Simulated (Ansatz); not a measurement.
# Te2Mo (2H MoTe2): the cost of one run

Program: Ansatz 0.2.0. Level of theory: DFT LDA, scalar-relativistic, plane waves, PAW. These are calculated values, not measurements.

## Step 1: Starting point

It takes space group P6_3/mmc (No. 194, hexagonal). Conventional cell: a = 3.518 Å, b = 3.518 Å, c = 13.974 Å, α = 90.00°, β = 90.00°, γ = 120.00°. Around Te (site symmetry 3m) lie 3 Mo at 2.72 Å. Around Mo (site symmetry -6m2) lie 6 Te at 2.72 Å.

Coordinates:

```xyz
6
Lattice="3.5182 0.0000 0.0000 -1.7591 3.0469 0.0000 0.0000 0.0000 13.9736" Properties=species:S:1:pos:R:3 pbc="T T T"
Te    0.0000    2.0312    8.6776
Te    1.7591    1.0156    1.6908
Te    0.0000    2.0312   12.2828
Te    1.7591    1.0156    5.2960
Mo    0.0000    2.0312    3.4934
Mo    1.7591    1.0156   10.4802
```

The structure rests on an entry of the Crystallography Open Database; cell or positions may have been set otherwise for this series.

## Step 2: Relaxing the atoms: Te2Mo (2H MoTe2), no spin

Contents of input.yaml:

```yaml
crystal:
  lattice:
    - [3.5182, 0.0, 0.0]
    - [-1.7591, 3.0468505756, 0.0]
    - [0.0, 0.0, 13.9736]
  atoms:
    - { symbol: Te, position: [0.3333333333, 0.6666666667, 0.621] }
    - { symbol: Te, position: [0.6666666667, 0.3333333333, 0.121] }
    - { symbol: Te, position: [0.3333333333, 0.6666666667, 0.879] }
    - { symbol: Te, position: [0.6666666667, 0.3333333333, 0.379] }
    - { symbol: Mo, position: [0.3333333333, 0.6666666667, 0.25] }
    - { symbol: Mo, position: [0.6666666667, 0.3333333333, 0.75] }
scf:
  occupations: { method: fixed }
output:
  forces: true
  stress: true
  eigenvalues: true
  write_density: true
  write_potential: true
  elf: true
  volumetric_format: npy
hamiltonian:
  xc: lda
basis:
  ecutwfc: 440
kpoints:
  mp_grid: { grid: [12, 12, 3] }
relax:
  f_tol: 0.001
  max_steps: 40
```

On the command line:

```bash
ansatz run input.yaml --threads 8 --pin off --max-ram 24576MiB --backend cpu --events-out ev --progress --plain --runs-dir out
```

**Question.** How long does this run take on 8 threads of Intel Xeon Platinum 8488C (Sapphire Rapids), shared host, and how much memory does it need?

About 17 s, with a peak of 0.87 GiB.
